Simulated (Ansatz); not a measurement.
## SnTe3 under changes of volume

One of the cells (28.783 Å³/atom); the others are scaled copies at fixed shape and fractional positions:

```
Te Sn
1.0
     0.00000    3.86122    3.86122
     3.86122    0.00000    3.86122
     3.86122    3.86122    0.00000
Te Sn
3 1
Direct
  0.50000 0.50000 0.50000
  0.75000 0.75000 0.75000
  0.25000 0.25000 0.25000
  0.00000 0.00000 0.00000
```

The cell comes from a database or a generator and needn't be the stable form of this composition.

- Program: Ansatz 0.2.0
- Functional: PBE
- Potentials or basis: Ansatz PAW
- Cutoff: 420 eV (not typed: the program's choice for these potentials)
- k mesh: 6 × 6 × 6
- Occupations: fermi-dirac, width 0.05 eV
- Spin: no spin polarisation

| volume (Å³/atom) | energy over the lowest point (meV/atom) | pressure (GPa) |
| --- | --- | --- |
| 27.056 | 19.84 | 3.6 |
| 27.632 | ? | ? |
| 28.208 | 2.62 | 1.2 |
| 28.783 | 0.00 | 0.1 |
| 29.359 | 0.95 | -0.8 |
| 29.935 | 5.15 | -1.6 |
| 30.510 | 12.27 | -2.4 |

What does the run at 27.632 Å³/atom give?

Energy over the lowest point 9.13 meV/atom; pressure 2.3 GPa.

Worked out: A Birch-Murnaghan fit of order 3 (a polynomial in V^(-2/3)) to the other rows has its minimum at 28.91 Å³/atom with B0 = V·E''(V) = 49 GPa and B' = 3.5. It gives 9.10 meV/atom at 27.632 Å³/atom, against the run's 9.13, and -dE/dV = 2.4 GPa, against 2.3.

Energies are extrapolated to zero smearing.
